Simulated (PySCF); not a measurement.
# Co (+2): ligand-field states

Aim: compute the ligand-field states of Co (+2).

Programs: PySCF 2.14.0, with routines of our own; each step states its level. All values are computed. Atoms count from 0.

### 1 The starting structure

1 atom, charge 2, states of the metal's open shell are computed; geometry from: free ion.

### 2 Ligand-field states: state-averaged CASSCF

What the job is given:

```
{"job": {"kind": "lf", "basis": {"metal": "x2c-TZVPall", "ligand": "x2c-SVPall"}, "nevpt": true}, "charge": 2, "metal": "Co", "open_shell": "d7"}
Co     0.000000     0.000000     0.000000
```

With the program's defaults for keys left out, this is: state-averaged CASSCF of the metal d shell, SC-NEVPT2 on the averaged canonical orbitals, state-interaction spin-orbit coupling.

Started as:

```console
OMP_NUM_THREADS=1 python lf_run.py task.json out
```

One launch serves the whole session: the jobs run in the order shown.

Output:

```text
basis functions 48, electrons 25, active (7e, 5o)
stage 1: DIIS on the effective Fock matrix, level shift 0.30
cycle   1  E = -1390.2137292508  dE = -1.390e+03  max|g| = 1.918e+00
cycle   2  E = -1390.6974105655  dE = -4.837e-01  max|g| = 1.096e+00
cycle   3  E = -1390.8633574393  dE = -1.659e-01  max|g| = 6.022e-01
cycle   4  E = -1390.9294589397  dE = -6.610e-02  max|g| = 6.772e-02
cycle   5  E = -1390.9304681136  dE = -1.009e-03  max|g| = 8.163e-03
cycle   6  E = -1390.9304850953  dE = -1.698e-05  max|g| = 1.222e-03
cycle   7  E = -1390.9304855064  dE = -4.111e-07  max|g| = 1.216e-04
cycle   8  E = -1390.9304855125  dE = -6.123e-09  max|g| = 1.688e-05
cycle   9  E = -1390.9304855127  dE = -1.189e-10  max|g| = 2.360e-06
converged average energy = -1390.9304855127

 mult deg   label        CASSCF/cm-1   NEVPT2/cm-1
   4   7   4F                  0.0           0.0
   4   3   4P              18758.9       16131.0
   2   9   2G              18848.7       17506.0
   2   3   2P              25101.7       20899.7
   2  11   2H              25101.7       23513.9
   2   5   2D              27274.8       24174.7
   2   7   2F              43860.6       39083.0
   2   5   2D              68903.4       61055.5

spin-orbit levels / cm-1
      0.00  x10  4F 1.00
    814.93  x8  4F 1.00
   1414.83  x6  4F 1.00
   1826.95  x4  4F 1.00
  16665.13  x6  4P 1.00
  16899.24  x4  4P 0.95 2P 0.05
  17305.99  x2  4P 0.98
  17947.36  x10  2G 0.98
  18724.43  x8  2G 1.00
  21488.61  x4  2P 0.89 2D 0.07 4P 0.05
```

Run time: 3.4 s. Hardware: 1 thread of Arm Neoverse V1, shared host; peak memory 0.15 GiB.

From this job:

| quantity | value |
| --- | --- |
| spin-orbit constant ζ | 526 cm⁻¹ |

Powder susceptibility:

| T (K) | χT (cm³ K/mol) | μ(eff) |
| --- | --- | --- |
| 2 | 5.505 | 6.63 |
| 5 | 5.506 | 6.63 |
| 10 | 5.507 | 6.64 |
| 20 | 5.509 | 6.64 |
| 30 | 5.511 | 6.64 |
| 50 | 5.515 | 6.64 |
| 75 | 5.521 | 6.64 |
| 100 | 5.526 | 6.65 |
| 150 | 5.536 | 6.65 |
| 200 | 5.542 | 6.66 |
| 250 | 5.539 | 6.66 |
| 300 | 5.526 | 6.65 |

### 3 Ligand-field states: state-averaged CASSCF (avg hs)

What the job is given:

```
{"job": {"kind": "lf", "basis": {"metal": "x2c-TZVPall", "ligand": "x2c-SVPall"}, "nevpt": true, "avg": "hs"}, "charge": 2, "metal": "Co", "open_shell": "d7"}
Co     0.000000     0.000000     0.000000
```

Method: state-averaged CASSCF of the metal d shell, SC-NEVPT2 on the averaged canonical orbitals, state-interaction spin-orbit coupling.

Output:

```text
basis functions 48, electrons 25, active (7e, 5o)
stage 1: DIIS on the effective Fock matrix, level shift 0.30
cycle   1  E = -1390.3090633707  dE = -1.390e+03  max|g| = 1.918e+00
cycle   2  E = -1390.7960927435  dE = -4.870e-01  max|g| = 1.064e+00
cycle   3  E = -1390.9535560690  dE = -1.575e-01  max|g| = 5.731e-01
cycle   4  E = -1391.0120816046  dE = -5.853e-02  max|g| = 6.431e-02
cycle   5  E = -1391.0129578602  dE = -8.763e-04  max|g| = 7.941e-03
cycle   6  E = -1391.0129728610  dE = -1.500e-05  max|g| = 1.203e-03
cycle   7  E = -1391.0129732288  dE = -3.677e-07  max|g| = 1.069e-04
cycle   8  E = -1391.0129732341  dE = -5.310e-09  max|g| = 1.728e-05
cycle   9  E = -1391.0129732342  dE = -9.823e-11  max|g| = 2.721e-06
converged average energy = -1391.0129732342

 mult deg   label        CASSCF/cm-1   NEVPT2/cm-1
   4   7   4F                  0.0           0.0
   4   3   4P              18835.1       16099.9
   2   9   2G              18932.4       17503.9
   2   3   2P              25210.7       20877.0
   2  11   2H              25210.7       23502.7
   2   5   2D              27394.8       24161.4
   2   7   2F              44045.8       39042.1
   2   5   2D              69197.8       60991.6

spin-orbit levels / cm-1
      0.00  x10  4F 1.00
    818.50  x8  4F 1.00
   1420.87  x6  4F 1.00
   1834.61  x4  4F 1.00
  16636.41  x6  4P 1.00
  16871.02  x4  4P 0.95 2P 0.05
  17279.86  x2  4P 0.98
  17946.99  x10  2G 0.98
  18727.72  x8  2G 1.00
  21468.90  x4  2P 0.89 2D 0.07 4P 0.05
```

It took 1.6 s on 1 thread of Arm Neoverse V1, shared host; peak memory 0.15 GiB.

In short:

| quantity | value |
| --- | --- |
| spin-orbit constant ζ | 528 cm⁻¹ |

Powder susceptibility:

| T (K) | χT (cm³ K/mol) | μ(eff) |
| --- | --- | --- |
| 2 | 5.505 | 6.63 |
| 20 | 5.509 | 6.64 |
| 100 | 5.526 | 6.65 |
| 300 | 5.527 | 6.65 |

### 4 Ligand-field states: state-averaged CASSCF (basis ANO-RCC-MB)

What the job is given:

```
{"job": {"kind": "lf", "basis": "ANO-RCC-MB", "nevpt": true, "max_cycle": 83}, "charge": 2, "metal": "Co", "open_shell": "d7"}
Co     0.000000     0.000000     0.000000
```

With the program's defaults for keys left out, this is: state-averaged CASSCF of the metal d shell, SC-NEVPT2 on the averaged canonical orbitals, state-interaction spin-orbit coupling.

Output:

```text
basis functions 18, electrons 25, active (7e, 5o)
stage 1: DIIS on the effective Fock matrix, level shift 0.30
cycle   1  E = -1390.8541321920  dE = -1.391e+03  max|g| = 3.189e-01
cycle   2  E = -1390.8690104588  dE = -1.488e-02  max|g| = 6.170e-02
cycle   3  E = -1390.8695342730  dE = -5.238e-04  max|g| = 1.235e-02
cycle   4  E = -1390.8695550028  dE = -2.073e-05  max|g| = 1.879e-03
cycle   5  E = -1390.8695554296  dE = -4.267e-07  max|g| = 2.732e-04
cycle   6  E = -1390.8695554384  dE = -8.855e-09  max|g| = 3.804e-05
cycle   7  E = -1390.8695554386  dE = -1.855e-10  max|g| = 5.759e-06
converged average energy = -1390.8695554386

 mult deg   label        CASSCF/cm-1   NEVPT2/cm-1
   4   7   4F                  0.0           0.0
   4   3   4P              17333.6       16256.5
   2   9   2G              17290.9       16836.8
   2   3   2P              23068.8       19523.3
   2   5   2D              25040.1       22474.6
   2  11   2H              23068.8       23662.1
   2   7   2F              40402.4       38703.4
   2   5   2D              63411.6       59147.1

spin-orbit levels / cm-1
      0.00  x10  4F 1.00
    770.39  x8  4F 1.00
   1337.21  x6  4F 1.00
   1726.43  x4  4F 1.00
  16757.22  x6  4P 1.00
  16900.86  x4  4P 0.91 2P 0.09
  17268.59  x10  2G 0.99
  17335.96  x2  4P 0.97 2P 0.03
  17989.26  x8  2G 1.00
  20147.82  x4  2P 0.84 4P 0.09 2D 0.07
```

Run time: 3.2 s. Hardware: 1 thread of Arm Neoverse V1, shared host; peak memory 0.15 GiB.

These settings were drawn to be risky; the run ended normally, but its values are left out of the summary.

### 5 The runs side by side

From the NEVPT2 states (cm⁻¹; the spread is that of the fitted one-electron ligand-field levels):

| step | setting | ground state | next state | orbital spread | Racah B | ζ | μ(eff), 300 K |
| --- | --- | --- | --- | --- | --- | --- | --- |
| 2 | as given | 4F | 4P at 16131 | 0 | 1077 | 526 | 6.65 |
| 3 | avg hs | 4F | 4P at 16100 | 0 | 1075 | 528 | 6.65 |

### 6 What came out

```
                                               quantity       value
  spin-orbit constant ζ (step 2, state-averaged CASSCF)    526 cm⁻¹
ground multiplicity, μ(eff) at 300 K (step 2, free ion)  4, 6.65 μB
ground multiplicity, μ(eff) at 300 K (step 3, free ion)  4, 6.65 μB
```

In step 2, χT goes from 5.51 at 2 K to 5.53 cm³ K/mol at 300 K: nearly flat, so one level governs the whole range.
